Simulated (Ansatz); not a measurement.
The system is PPt.

```
Pt P
1.0
     3.74303    0.00000    0.00000
    -1.87151    3.24156    0.00000
     0.00000    0.00000    6.35374
Pt P
2 2
Direct
  0.33333 0.66667 0.37190
  0.66667 0.33333 0.87190
  0.33333 0.66667 0.00310
  0.66667 0.33333 0.50310
```

The cell comes from a database or a generator and needn't be the stable form of this composition.

| Quantity | Value |
| --- | --- |
| Program | Ansatz 0.2.0 |
| Task | single point |
| Functional | PBE |
| Potentials or basis | Ansatz PAW |
| Cutoff | 420 eV (not typed: the program's choice for these potentials) |
| k mesh | 8 × 8 × 4 |
| Occupations | fermi-dirac, width 0.05 eV |
| Spin | no spin polarisation |

On this cell: pressure 0.1 GPa; largest force 0.135 eV/Å; band gap on the k mesh none (metal or under the smearing width).

The same run follows on a disturbed copy (atoms moved at random, drawn with an rms of 0.05 Å):

```
Pt P
1.0
     3.74303    0.00000    0.00000
    -1.87151    3.24156    0.00000
     0.00000    0.00000    6.35374
Pt P
2 2
Direct
  0.32583 0.65819 0.37535
  0.66765 0.33361 0.86749
  0.32140 0.66974 0.99677
  0.67024 0.34018 0.50364
```

**Question.** What does the disturbed cell give?

**Answer.** The energy (extrapolated to zero smearing) moves by +12.6 meV/atom; pressure 0.6 GPa; largest force 0.802 eV/Å; band gap on the k mesh none (metal or under the smearing width).

Forces on the atoms (eV/Å):
```
Pt   0.128  0.485 -0.611
Pt  -0.529  0.063  0.076
P    0.529 -0.078  0.598
P   -0.128 -0.470 -0.063
```

Stress tensor (GPa, compression positive):
```
 1.42  1.25  0.42
 1.25 -0.08 -0.63
 0.42 -0.63  0.47
```
